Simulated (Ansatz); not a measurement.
**Nickel, hcp under r²SCAN: from relaxation to bulk modulus**

Aim: take nickel in the hcp structure, relax it, solve it on a dense k-mesh, switch on spin-orbit coupling, then scale the cell to 7 volumes from 88 to 112 % of the relaxed one and try a fit of the equation of state. The k-meshes are 14×14×8 for the relaxation; 24×24×13 for the dense run; 15×15×8 for spin-orbit coupling; 17×17×9 for the volumes.

This is Ni in the hcp structure; at room conditions it is fcc.

Program: Ansatz 0.2.0. Level of theory: DFT r2SCAN, plane waves (500 eV) with PAW, scalar-relativistic; PBE-made PAW files. These are calculated values, not measurements.

**1. Starting point**

Symmetry: P6_3/mmc, No. 194, hexagonal system. Conventional cell: a = 2.492 Å, b = 2.492 Å, c = 4.069 Å, α = 90.00°, β = 90.00°, γ = 120.00°. Ni (site symmetry -6m2) has 12 Ni at 2.49 Å as nearest neighbours.

Structure file:

```cif
data_structure
_symmetry_space_group_name_H-M 'P6_3/mmc'
_symmetry_Int_Tables_number 194
_cell_length_a 2.4918
_cell_length_b 2.4918
_cell_length_c 4.0690
_cell_angle_alpha 90.000
_cell_angle_beta 90.000
_cell_angle_gamma 120.000
_cell_volume 21.88
loop_
_atom_site_label
_atom_site_type_symbol
_atom_site_symmetry_multiplicity
_atom_site_Wyckoff_symbol
_atom_site_fract_x
_atom_site_fract_y
_atom_site_fract_z
_atom_site_occupancy
Ni1 Ni 2 c 0.33333 0.66667 0.25000 1
```

**2. Geometry optimisation**

Contents of input.yaml:

```yaml
crystal:
  lattice:
    - [2.491755966, 0.0, 0.0]
    - [-1.245877983, 2.1579239666, 0.0]
    - [0.0, 0.0, 4.0690374925]
  atoms:
    - { symbol: Ni, position: [0.3333333333, 0.6666666667, 0.25] }
    - { symbol: Ni, position: [0.6666666667, 0.3333333333, 0.75] }
hamiltonian:
  xc: r2scan
  pseudopotentials:
    kind: paw
    azcp:
      Ni: "pseudopotentials/Ni.paw.azcp"
basis:
  ecutwfc: 500
  fft_grid_basis: typed
kpoints:
  mp_grid: { grid: [14, 14, 8], shift: [0, 0, 0] }
magnetization:
  spin_polarized: false
scf:
  occupations: { method: fermi_dirac, width: 0.1 }
relax:
  max_steps: 60
  f_tol: 0.01
  cell: {}
```

On the command line:

```console
ansatz run input.yaml --threads 1 --pin off --max-ram 3584MiB --backend cpu --events-out ev --progress --plain --runs-dir out
```

The runs that follow: Single point on a dense mesh; A two-component run at the same geometry; Equation of state: 88 %; Equation of state: 92 %; Equation of state: 96 %; Equation of state: 100 %; Equation of state: 104 %; Equation of state: 108 %; Equation of state: 112 %.

**Question.** What will these runs give? Wanted: space group; conventional cell; volume; shortest distance; gap on the mesh; relative to fcc, ferromagnetic; V₀, B₀, B₀′.

**Answer**, as computed:

| quantity | value |
| --- | --- |
| space group (spins left aside) | P6_3/mmc (No. 194) |
| conventional cell | a = 2.446 Å, c = 4.034 Å (c/a = 1.649) |
| volume | 10.450 Å³/atom |
| shortest distance | 2.446 Å |
| gap on the mesh | none (levels filled in part) |
| relative to fcc, ferromagnetic | +151 meV/atom |
| V₀, B₀, B₀′ | 10.426 Å³/atom, 228 GPa, 4.9 |

The relaxation shrank the cell by 4.5 % in volume. Against the reference form of nickel (fcc, ferromagnetic, computed apart with the same settings) it stands 151 meV/atom higher; part of this is magnetic energy, as this run has no moments. Levels at the Fermi energy are filled in part, as in a metal. The total energy of the spin-orbit run lies +1.5 eV/atom from the scalar one, but the two kinds of run don't share a zero of energy: only differences within one kind count. B₀ comes out at 228 GPa; letting shape and positions relax at each volume could only lower it. Relaxation kept the symmetry; phonons were not checked.
